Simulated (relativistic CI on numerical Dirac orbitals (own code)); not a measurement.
# Rb VIII (Rb⁷⁺): levels and lines

What are the lowest levels and the strongest lines of Rb⁷⁺? One CI run answers it; runs with one setting changed show what the result hangs on.

The numbers are computed with relativistic CI on numerical Dirac orbitals (own code) version 2 (Dirac-Coulomb-Breit CI, KLI orbitals optimised for each configuration, model QED (radiative potential, 1s self-energy scaled to tabulated hydrogen-like ionisation energies)), except any that are marked as measured or tabulated.

**1. The atom as given**

* ion: Rb⁷⁺ (Rb VIII)
* nuclear charge: 37
* electrons: 30
* isotope: A = 85
* first configuration typed: [Ar] 3d10 4s2

Outer shells as boxes (Hund's rule):

first configuration typed
```
[Ar] core
3d [↑↓][↑↓][↑↓][↑↓][↑↓]
4s [↑↓]
```

**2. Base run**

Input settings:

```ini
atom Rb  Z=37  charge=7  electrons=30
nucleus A=85  rms_radius_fm=4.2036
hamiltonian dirac-coulomb  breit=on  qed=on  c_scale=1
orbitals kli  potential=per-configuration
slater_scale 1
correlation none
mixing on
configurations
  [Ar] 3d10 4s2
  [Ar] 3d10 4s 4p
  [Ar] 3d10 4p2
  [Ar] 3d10 4s 4d
  [Ar] 3d10 4d2
  [Ar] 3d10 4s 4f
  [Ar] 3d10 4p 4d
  [Ar] 3d10 4p 5s
  [Ar] 3d10 4s 5s
  [Ar] 3d10 4f2
  [Ar] 3d10 4p 4f
  [Ar] 3d10 4s 5p
  [Ar] 3d10 4s 5d
  [Ar] 3d10 4d 5s
  [Ar] 3d10 4s 6s
  [Ar] 3d10 4d 4f
end
```

**4. One common potential**

Changes to the settings of step 2:

```diff
@@ -3,3 +3,3 @@
 hamiltonian dirac-coulomb  breit=on  qed=on  c_scale=1
-orbitals kli  potential=per-configuration
+orbitals kli  potential=mean
 slater_scale 1
```

**5. Non-relativistic limit (c × 1000)**

Changes to the settings of step 4:

```diff
@@ -2,4 +2,4 @@
 nucleus A=85  rms_radius_fm=4.2036
-hamiltonian dirac-coulomb  breit=on  qed=on  c_scale=1
-orbitals kli  potential=mean
+hamiltonian dirac-coulomb  breit=off  qed=off  c_scale=1000
+orbitals kli  potential=per-configuration
 slater_scale 1
```

(Steps that only read results are left out.)

**Question.** What will these runs give? Wanted: lowest level; first excitation; lowest level of the other parity; fastest E1 line; ionisation energy; mean error of paired levels.

**Answer**, as computed:

| run | time | mean size of shift, levels followed (cm⁻¹) | lowest level | ionisation energy (eV) | mean error to measured (cm⁻¹) |
| --- | --- | --- | --- | --- | --- |
| main run | 0.54 s | 0 | 4s2 1S0 | 130.52 | 2914 |
| one common potential | 0.23 s | 78.7 | 4s2 1S0 | - | 2716 |
| non-relativistic limit (c × 1000) | 0.37 s | 16539 | 4s2 1S0 | - | - |

The semi-empirical ionisation energy (NIST) is 132.79 eV.

| quantity | value |
| --- | --- |
| lowest level | 4s2 1S0 |
| first excitation | 4s 4p 3P°0, 127371 cm⁻¹ |
| lowest level of the other parity | 4s 4p 3P°0, 127371 cm⁻¹ |
| levels in the model | 104 |
| fastest E1 line (by rate) to the lowest level among the lowest 91 of 104 levels | 51.65 nm, from 4s 4p 1P°1 |
| ionisation energy | 130.52 eV |
| ionisation energy, semi-empirical (NIST) | 132.79 eV |
| mean error of paired levels | 2914 cm⁻¹ over 18 |

In words: 4s2 1S0 comes out lowest; its LS label holds 98 % and its jj label 98 %; over the low levels the means are 93 and 87 %, so both schemes do about equally well. The ionisation energy from the two ground configurations alone is 1.7 % below the semi-empirical value. Of the changes tried, the run «non-relativistic limit (c × 1000)» moves the low levels most, by 16539 cm⁻¹ on average. The run «one common potential» comes nearer the measured levels than the main run (2716 against 2914 cm⁻¹). Lifetimes count radiative decay inside the model alone.
